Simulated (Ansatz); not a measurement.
**MgGeH4 (SMILES [MgH][GeH3]): one structure at several levels**

The task here is to estimate one member of a computed series from the others.

Program: Ansatz 0.2.0, Gaussian basis. Level of theory: single points in def2-TZVPP. These are calculated values, not measurements.

Correlated methods freeze the cores. Filled d shells of the heavier atoms are correlated. The outer core shell of Li, Na, Mg and K is correlated.

## The system as given

SMILES `[MgH][GeH3]`, 6 atoms, charge 0, spin multiplicity 1.

Atoms are counted from 1 here; the program's logs count them from 0.

Bond lengths: Mg1–Ge2 2.315 Å, Mg1–H3 1.534 Å, Ge2–H4 1.529 Å, Ge2–H5 1.402 Å, Ge2–H6 1.662 Å. Angles: Ge2–Mg1–H3 173.3°, Mg1–Ge2–H4 131.7°, Mg1–Ge2–H5 121.3°, Mg1–Ge2–H6 111.1°, H4–Ge2–H5 92.7°, H4–Ge2–H6 92.6°, H5–Ge2–H6 100.7°.

Geometry (Å):

```xyz
6
GeH4Mg
Mg    0.5494   -1.4464    0.6349
Ge   -0.3191    0.4649   -0.3406
H     1.2034   -2.7447    1.1239
H    -1.6476    0.7315   -1.0498
H     0.4110    1.1944   -1.2899
H    -0.6053    1.6407    0.7993
```

The first run:

run/in.yaml reads:

```yaml
crystal:
  periodic: [false, false, false]
  atoms:
    - {symbol: Mg, position_ang: [0.549400, -1.446400, 0.634900]}
    - {symbol: Ge, position_ang: [-0.319100, 0.464900, -0.340600]}
    - {symbol: H, position_ang: [1.203400, -2.744700, 1.123900]}
    - {symbol: H, position_ang: [-1.647600, 0.731500, -1.049800]}
    - {symbol: H, position_ang: [0.411000, 1.194400, -1.289900]}
    - {symbol: H, position_ang: [-0.605300, 1.640700, 0.799300]}
basis:
  gaussian: {orbitals: def2-TZVPP}
correlation: {method: ccsd_t}
output: {forces: true}
```

The command line of these runs was not kept.

Among the steps run: CCSD(T)/def2-TZVPP; PBE0-D4/def2-TZVPP; wB97M-V/def2-TZVPP; r2SCAN-D4/def2-TZVPP; PBE-D4/def2-TZVPP; BHLYP-D4/def2-TZVPP; r2SCANh-D4/def2-TZVPP.

One of the session's tables, all rows but one given; the rest of the session is left out.

| method | RMS force component (eV/Å) | angle to CCSD(T) forces (°) | dipole (D) |
| --- | --- | --- | --- |
| CCSD(T) | 1.356 | reference | 1.28 |
| PBE0-D4 | 1.363 | 3.3 | 1.18 |
| wB97M-V | 1.353 | 2.0 | 1.31 |
| r2SCAN-D4 | 1.333 | 4.1 | 1.15 |
| PBE-D4 | 1.331 | 7.6 | 1.10 |
| BHLYP-D4 | ? | ? | ? |
| r2SCANh-D4 | 1.345 | 3.3 | 1.17 |

**Question.** Estimate the row for BHLYP-D4.

**Answer.** RMS force component (eV/Å): 1.391; angle to CCSD(T) forces (°): 1.6; dipole (D): 1.35. In the column «RMS force component (eV/Å)» it is the highest.
